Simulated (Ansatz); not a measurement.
Mg6CuB: single point with PBE

Mg6CuB:

```
Cu Mg B
1.0
     3.70908    0.00000    0.00000
     0.00000    4.04822    4.95554
     0.00000   -4.04822    4.95554
Cu Mg B
1 6 1
Direct
  0.00000 0.94805 0.94805
  0.50000 0.13733 0.13733
  0.50000 0.10156 0.66671
  0.50000 0.66671 0.10156
  0.00000 0.37039 0.37039
  0.00000 0.44736 0.80579
  0.00000 0.80579 0.44736
  0.50000 0.52280 0.52280
```

The cell comes from a database or a generator and needn't be the stable form of this composition.

```
Program             : Ansatz 0.2.0
Task                : single point
Functional          : PBE
Potentials or basis : Ansatz PAW
Cutoff              : 420 eV (not typed: the program's choice for these potentials)
k mesh              : 7 × 5 × 5
Occupations         : gaussian, width 0.1 eV
Spin                : no spin polarisation
```

```json
{
 "Pressure": "0.5 GPa",
 "Largest force": "0.116 eV/Å",
 "Band gap on the k mesh": "none (metal or under the smearing width)"
}
```

Forces in eV/Å, atoms in the order of the input:
```
Cu   0.000  0.000 -0.042
Mg   0.000  0.000 -0.056
Mg   0.000 -0.024  0.032
Mg   0.000  0.024  0.032
Mg   0.000  0.000 -0.116
Mg   0.000 -0.072  0.058
Mg   0.000  0.072  0.058
B    0.000  0.000  0.036
```

Stress tensor (GPa, compression positive):
```
0.53 0.00 0.00
0.00 0.23 0.00
0.00 0.00 0.62
```

Levels at points of the mesh, in eV from the Fermi level:
```tsv
k point	band 37	band 38	band 39	band 40	band 41	band 42	band 43	band 44	band 45	band 46
(0.00, 0.00, 0.00)	-2.89	-2.28	-1.59	-1.36	0.22	0.23	1.88	3.33	3.66	4.72
```

It took 9.9 s on 4 threads of Arm Neoverse V1, on a shared host, peak memory 0.55 GiB.
